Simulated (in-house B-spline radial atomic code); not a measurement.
# Ir¹²⁺: excited configurations

Wanted: excitation energies of Ir¹²⁺ as differences of total energies (ΔSCF).

Method: Dirac-Hartree-Fock, average of configuration, Fermi nucleus, basis-set limit. Code: in-house B-spline radial atomic code version 1.

### Step 1. What is computed

```
element       : iridium (Z = 77)
charge        : +12
electrons     : 65
configuration : [Kr] 4d10 4f14 5s2 5p3
Hamiltonian   : Dirac-Coulomb
nucleus       : Fermi, rms radius 5.403 fm
```

The outer shells:

[Kr] 4d10 4f14 5s2 5p3
```
[Kr] core
4d [↑↓][↑↓][↑↓][↑↓][↑↓]
4f [↑↓][↑↓][↑↓][↑↓][↑↓][↑↓][↑↓]
5s [↑↓]
5p [↑ ][↑ ][↑ ]
```

The boxes draw the filling by Hund's rule, which heavy ions in jj coupling don't follow; these runs average over all states of the configuration.

Settings of the run:

```ini
Z = 77
electrons = 65.0
configuration = [Kr] 4d10 4f14 5s2 5p3
hamiltonian = dirac
method = hf
spin_polarised = False
nucleus = fermi
rms_radius = 5.4032
mass_number = 193
atomic_mass = 192.962923753
speed_of_light = 137.035999084
```

From the earlier run of the reference: total energy -17803.089325 hartree. Levels, eight at most:

| orbital | occupation | energy (eV) | <r> (bohr) |
| --- | --- | --- | --- |
| 4p3/2 | 4 | -741.27 | 0.4588 |
| 4d3/2 | 4 | -555.26 | 0.4694 |
| 4d5/2 | 6 | -538.89 | 0.4802 |
| 5s1/2 | 2 | -311.87 | 0.9270 |
| 4f5/2 | 6 | -300.10 | 0.5106 |
| 4f7/2 | 8 | -296.79 | 0.5170 |
| 5p1/2 | 1 | -273.72 | 0.9767 |
| 5p3/2 | 2 | -256.14 | 1.038 |

### Step 2. Configuration [Kr] 4d9 4f14 5s2 5p3 6d1

Settings of the run:

```ini
Z = 77
electrons = 65.0
configuration = [Kr] 4d9 4f14 5s2 5p3 6d1
hamiltonian = dirac
method = hf
spin_polarised = False
nucleus = fermi
rms_radius = 5.4032
mass_number = 193
atomic_mass = 192.962923753
speed_of_light = 137.035999084
```

### Step 3. Run with [Kr] 4d9 4f14 5s2 5p3 5f1

Settings: those of step 2 with these lines changed.

```diff
@@ -2,3 +2,3 @@
 electrons = 65.0
-configuration = [Kr] 4d9 4f14 5s2 5p3 6d1
+configuration = [Kr] 4d9 4f14 5s2 5p3 5f1
 hamiltonian = dirac
```

### Step 4. Configuration [Kr] 4d10 4f13 5s2 5p3 7d1

Settings: those of step 3 with these lines changed.

```diff
@@ -2,3 +2,3 @@
 electrons = 65.0
-configuration = [Kr] 4d9 4f14 5s2 5p3 5f1
+configuration = [Kr] 4d10 4f13 5s2 5p3 7d1
 hamiltonian = dirac
```

### Step 5. [Kr] 4d10 4f14 5s2 5p2 6d1

Settings: those of step 4 with these lines changed.

```diff
@@ -2,3 +2,3 @@
 electrons = 65.0
-configuration = [Kr] 4d10 4f13 5s2 5p3 7d1
+configuration = [Kr] 4d10 4f14 5s2 5p2 6d1
 hamiltonian = dirac
```

### Step 6. Configuration [Kr] 4d9 4f14 5s2 5p3 8f1

Settings: those of step 5 with these lines changed.

```diff
@@ -2,3 +2,3 @@
 electrons = 65.0
-configuration = [Kr] 4d10 4f14 5s2 5p2 6d1
+configuration = [Kr] 4d9 4f14 5s2 5p3 8f1
 hamiltonian = dirac
```

**Question.** How far above the reference does each configuration lie (order and size, in eV)?

The runs gave:

| net move | configuration | energy above the reference (eV) | with Breit, QED, recoil (eV) | largest <r> (bohr) |
| --- | --- | --- | --- | --- |
| 5p → 6d | [Kr] 4d10 4f14 5s2 5p2 6d1 | 148.03 | 147.78 | 2.18 |
| 4f → 7d | [Kr] 4d10 4f13 5s2 5p3 7d1 | 217.10 | 217.28 | 3.33 |
| 4d → 5f | [Kr] 4d9 4f14 5s2 5p3 5f1 | 403.53 | 403.13 | 1.51 |
| 4d → 6d | [Kr] 4d9 4f14 5s2 5p3 6d1 | 425.11 | 424.77 | 2.16 |
| 4d → 8f | [Kr] 4d9 4f14 5s2 5p3 8f1 | 494.62 | 494.24 | 5.47 |

Quantum defects of the promoted electron, δ = n − ζ/√(−2ε) with ζ = 13 and ε its orbital energy in hartree:

| promotion | δ |
| --- | --- |
| 5p → 6d | 1.499 |
| 4f → 7d | 1.489 |
| 4d → 6d | 1.517 |
| 4d → 8f | 0.842 |

What this shows: The energies run from 148.03 eV (5p → 6d) to 494.62 eV (4d → 8f). Koopmans' estimate of the ionisation threshold is 256.14 eV; 3 configurations exceed it by over 2 % and could autoionise. Of those tabulated, the defect is largest for 6d (1.52) and least for 8f (0.84): low angular momentum penetrates the core, high angular momentum stays outside it. Two partly filled shells share a symmetry and can mix in the average, which may lower the energy, for: 4d → 6d. These are averages over configurations, without correlation, not spectroscopic levels.
